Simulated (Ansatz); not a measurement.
**SnH4O + SiH4: a complex and its separated parts**

The complex below is one end of an elementary step. How strongly is it bound against its free parts?

Computed with Ansatz 0.2.0, Gaussian basis. Level: PBE0-D4/def2-TZVP structures, single points in def2-TZVPP, no counterpoise correction.

Levels: SPW92, PBE-D4, BLYP-D4, r2SCAN-D4, B97M-V, PBE0-D4, B3LYP-D4, r2SCAN0-D4, BHLYP-D4, CAM-B3LYP-D4, wB97X-V, wB97M-V, B2PLYP, PBE-QIDH, RPA on PBE, Hartree-Fock, MP2, CCSD, CCSD(T).

Cores are frozen in the correlated methods. Filled d shells of the heavier atoms are correlated. Core potentials replace the inner electrons past krypton, and spin-orbit coupling is left out. B3LYP uses VWN-RPA correlation. B2PLYP carries no dispersion term here.

88 further runs of the same task are left out: 88 set aside as unsound or not needed. Runs told in other sessions of the task aren't counted.

**1. The starting structure**

The complex: 11 atoms, charge 0, spin multiplicity 1.

Atoms are counted from 1 here; the program's logs count them from 0.

Bond lengths: Sn1–O2 1.970 Å, Sn1–H3 1.709 Å, Sn1–H4 1.711 Å, Sn1–H5 1.698 Å, O2–H8 0.959 Å, H6–Si7 1.485 Å, Si7–H9 1.485 Å, Si7–H10 1.486 Å, Si7–H11 1.485 Å. Angles: O2–Sn1–H3 108.3°, O2–Sn1–H4 108.5°, O2–Sn1–H5 103.2°, H3–Sn1–H4 110.7°, H3–Sn1–H5 113.0°, H4–Sn1–H5 112.7°, Sn1–O2–H8 113.2°, H6–Si7–H9 109.8°, H6–Si7–H10 109.4°, H6–Si7–H11 109.6°, H9–Si7–H10 109.3°, H9–Si7–H11 109.5°, H10–Si7–H11 109.2°.

Geometry (Å):

```xyz
11
H8OSiSn
Sn   -0.64658   -1.69486   -0.59897
O     1.29497   -1.96304   -0.40532
H    -1.39678   -3.22903   -0.67305
H    -1.21038   -0.81083    0.75259
H    -0.77589   -0.82379   -2.05050
H     1.16079    1.09589    0.11275
Si    0.24269    2.19110    0.51636
H     1.53404   -2.43483    0.39512
H     0.92732    3.50052    0.36810
H    -0.96487    2.16626   -0.34889
H    -0.16530    2.00270    1.93171
```

Its parts: SnH4O holds atoms 1, 2, 3, 4, 5, 8; SiH4 holds atoms 6, 7, 9, 10, 11. Each part counts its atoms afresh in its own runs.

**2. Relaxing SnH4O alone**

Contents of relax-a/in.yaml:

```yaml
crystal:
  periodic: [false, false, false]
  atoms:
    - {symbol: Sn, position_ang: [-0.646580, -1.694862, -0.598968]}
    - {symbol: O, position_ang: [1.294973, -1.963037, -0.405324]}
    - {symbol: H, position_ang: [-1.396782, -3.229032, -0.673053]}
    - {symbol: H, position_ang: [-1.210381, -0.810835, 0.752586]}
    - {symbol: H, position_ang: [-0.775890, -0.823786, -2.050499]}
    - {symbol: H, position_ang: [1.534043, -2.434829, 0.395119]}
basis:
  gaussian: {orbitals: def2-TZVP}
hamiltonian: {xc: pbe0, dispersion: d4}
relax: {f_tol: 0.005, max_steps: 200}
```

Run with:

```console
$ ansatz run in.yaml --threads 4 --pin off --events-out ev --progress --plain --max-ram 9574MiB
```

The runs that follow: Relaxing SiH4 alone; SPW92/def2-TZVPP; PBE-D4/def2-TZVPP; BLYP-D4/def2-TZVPP; r2SCAN-D4/def2-TZVPP; B97M-V/def2-TZVPP; PBE0-D4/def2-TZVPP; B3LYP-D4/def2-TZVPP; r2SCAN0-D4/def2-TZVPP; BHLYP-D4/def2-TZVPP; CAM-B3LYP-D4/def2-TZVPP; wB97X-V/def2-TZVPP; wB97M-V/def2-TZVPP; B2PLYP/def2-TZVPP; PBE-QIDH/def2-TZVPP; RPA on PBE/def2-TZVPP; CCSD(T)/def2-TZVPP; Vibrations of SnH4O; Vibrations of SiH4.

Before running it: what results should come out? Wanted: complex less parts, CCSD(T)/def2-TZVPP; with zero-point energy; largest T1 diagnostic.

As calculated:

| quantity | value |
| --- | --- |
| complex less parts, CCSD(T)/def2-TZVPP | -0.047 eV |
| with zero-point energy | -0.023 eV |
| largest T1 diagnostic | 0.014 |

**Reading.** At CCSD(T) the complex lies 0.047 eV below its parts. r2SCAN-D4 is the best functional here (-0.002 eV from CCSD(T)); SPW92 is the worst (-0.054 eV). Mean unsigned error by rung: LDA 0.054, GGA 0.016, meta-GGA 0.004, hybrid 0.014, range-separated hybrid 0.008, double hybrid 0.035 eV. The double hybrids carry no dispersion term here, unlike the levels marked D4 or V. PBE-D4 gives a relative energy 0.025 eV too low, an error of 53 % of the reference. No counterpoise was applied, and triple zeta lacks some correlation, so the CCSD(T) reference has a basis error of its own, and close matches with it are partly luck.
